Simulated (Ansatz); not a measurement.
**InHF2: vertical ionisation energy**

The task here is to estimate one member of a computed series from the others.

Method: unrestricted cation, the program's frozen cores in correlated methods; program: Ansatz 0.2.0, Gaussian basis.

The runs, in order: UKS PBE-D4/def2-TZVPP; UKS r2SCAN-D4/def2-TZVPP; UKS PBE0-D4/def2-TZVPP; UKS B3LYP-D4/def2-TZVPP; UKS wB97X-V/def2-TZVPP; UKS wB97M-V/def2-TZVPP; UKS B2PLYP/def2-TZVPP; UHF-CCSD(T)/def2-TZVPP; UHF-MP2/def2-QZVPP; extrapolation to the limit; then −ε(HOMO) from the neutral's earlier runs with LDA (SPW92), PBE-D4, revPBE-D4, BLYP-D4, r2SCAN-D4, B97M-V, PBE0-D4, B3LYP-D4, r2SCANh-D4, r2SCAN0-D4, HSE06-D4, BHLYP-D4, CAM-B3LYP-D4, LC-ωPBE, ωB97X-V, ωB97M-V.

## Structure used throughout

All runs share one geometry, relaxed beforehand with PBE0-D4 in a triple-zeta def2 set. In takes the def2 core potential; no spin-orbit term is included.

SMILES `[F][InH][F]`, 4 atoms, charge 0, spin multiplicity 1.

Atoms are counted from 1 here; the program's logs count them from 0.

Bond lengths: F1–In2 1.935 Å, In2–F3 1.935 Å, In2–H4 1.681 Å. Angles: F1–In2–F3 106.8°, F1–In2–H4 126.6°, F3–In2–H4 126.6°.

The first run:

Input file in.yaml:

```yaml
crystal:
  periodic: [false, false, false]
  atoms:
    - {symbol: F, position_ang: [-1.694299, -0.668801, 0.241707]}
    - {symbol: In, position_ang: [0.043831, 0.113790, -0.088435]}
    - {symbol: F, position_ang: [1.340799, -1.004712, 0.811211]}
    - {symbol: H, position_ang: [0.365369, 1.499423, -0.984782]}
basis:
  gaussian: {orbitals: def2-TZVPP}
total_charge: 1
magnetization: {spin_polarized: true, initial_magnetization: 1}
hamiltonian: {xc: pbe, dispersion: d4}
```

Steps of the session up to this table: Cation, UKS PBE-D4/def2-TZVPP; Cation, UKS r2SCAN-D4/def2-TZVPP; Cation, UKS PBE0-D4/def2-TZVPP; Cation, UKS B3LYP-D4/def2-TZVPP; Cation, UKS wB97X-V/def2-TZVPP; Cation, UKS wB97M-V/def2-TZVPP; Cation, UKS B2PLYP (frozen core)/def2-TZVPP; Cation, UHF-CCSD(T)/def2-TZVPP; Cation, UHF-MP2/def2-QZVPP.

One of the session's tables, all rows but one given; the rest of the session is left out.

It belongs to the step «Ionisation energies side by side». Orbital estimates, from the neutral's runs:

```
  functional  −ε(HOMO) (eV)
 LDA (SPW92)           8.47
      PBE-D4           8.23
   revPBE-D4              ?
     BLYP-D4           8.18
   r2SCAN-D4           8.63
      B97M-V           8.75
     PBE0-D4           9.95
    B3LYP-D4           9.73
  r2SCANh-D4           9.29
  r2SCAN0-D4          10.24
    HSE06-D4           9.54
    BHLYP-D4          11.51
CAM-B3LYP-D4          11.44
     LC-ωPBE          12.71
     ωB97X-V          12.39
     ωB97M-V          12.30
```

Estimate the missing values for revPBE-D4.

The run gave: −ε(HOMO) (eV): 8.14. In the column «−ε(HOMO) (eV)» it is the lowest.
